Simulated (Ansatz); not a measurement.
# CuHS: a ladder of functionals and wavefunction methods

One table from this session's results is given with a row withheld; the runs are named, their logs left out.

The runs use Ansatz 0.2.0, Gaussian basis; functionals in def2-TZVPP, the program's frozen cores in correlated methods.

Levels to be run: LDA (SPW92), PBE-D4, revPBE-D4, BLYP-D4, r2SCAN-D4, B97M-V, PBE0-D4, B3LYP-D4, r2SCANh-D4, r2SCAN0-D4, HSE06-D4, BHLYP-D4, CAM-B3LYP-D4, LC-ωPBE, ωB97X-V, ωB97M-V, B2PLYP, PBE-QIDH; CCSD(T)/def2-SVP; CCSD(T)/def2-TZVPP; CCSD(T)/def2-QZVPP; extrapolation to the limit; RPA on PBE.

### The geometry

The geometry comes from an earlier relaxation with PBE0-D4 in a triple-zeta def2 set; it is a stationary point.

SMILES `[SH][Cu]`, 3 atoms, charge 0, spin multiplicity 1.

Atoms are counted from 1 here; the program's logs count them from 0.

Bond lengths: S1–Cu2 2.117 Å, S1–H3 1.346 Å. Angles: Cu2–S1–H3 93.6°.

The first run:

Contents of in.yaml:

```yaml
crystal:
  periodic: [false, false, false]
  atoms:
    - {symbol: S, position_ang: [-0.511943, 0.570502, -0.230251]}
    - {symbol: Cu, position_ang: [1.309461, 0.076512, 0.729643]}
    - {symbol: H, position_ang: [-0.808418, -0.711813, -0.512591]}
basis:
  gaussian: {orbitals: def2-TZVPP}
hamiltonian: {xc: lda}
output: {orbitals: {seedname: orbitals}}
```

Among the steps run: LDA; PBE-D4 (GGA); revPBE-D4 (GGA); BLYP-D4 (GGA); r2SCAN-D4 (meta-GGA); B97M-V (meta-GGA); PBE0-D4 (hybrid); B3LYP-D4 (hybrid); r2SCANh-D4 (hybrid); r2SCAN0-D4 (hybrid); HSE06-D4 (hybrid); BHLYP-D4 (hybrid); CAM-B3LYP-D4 (range-separated); LC-ωPBE-D4 (range-separated; the results give it without D4); ωB97X-V (range-separated); ωB97M-V (range-separated); B2PLYP (double hybrid); PBE-QIDH (double hybrid).

One table of the session follows, with a row left open; its other results are not shown here.

It belongs to the step «Frontier levels by functional». 

| functional | HOMO (eV) | LUMO (eV) | gap (eV) |
| --- | --- | --- | --- |
| LDA (SPW92) | -5.36 | -3.67 | 1.69 |
| PBE-D4 | -5.16 | -3.45 | 1.71 |
| revPBE-D4 | -5.09 | -3.35 | 1.74 |
| BLYP-D4 | -5.07 | -3.47 | 1.60 |
| r2SCAN-D4 | -5.31 | -3.18 | 2.13 |
| B97M-V | -5.40 | -3.41 | 1.99 |
| PBE0-D4 | -6.30 | -2.52 | 3.78 |
| B3LYP-D4 | -6.13 | -2.89 | 3.24 |
| r2SCANh-D4 | -5.76 | -2.83 | 2.93 |
| r2SCAN0-D4 | ? | ? | ? |
| HSE06-D4 | -5.89 | -2.88 | 3.01 |
| BHLYP-D4 | -7.28 | -1.80 | 5.48 |
| CAM-B3LYP-D4 | -7.62 | -1.74 | 5.88 |
| LC-ωPBE | -8.87 | -0.51 | 8.36 |
| ωB97X-V | -8.55 | -0.63 | 7.91 |
| ωB97M-V | -8.45 | -0.92 | 7.52 |

Q: Estimate the row for r2SCAN0-D4 from the others.

Worked estimate for «HOMO (eV)». Against the share of exact exchange, r2SCAN-D4 (0, -5.31), r2SCANh-D4 (0.1, -5.76) give a slope of -4.50 per unit share; at 0.25 the line stands at -6.43.

The run gave: HOMO (eV): -6.41; LUMO (eV): -2.34; gap (eV): 4.07. In «HOMO (eV)» the line misses by -0.02.
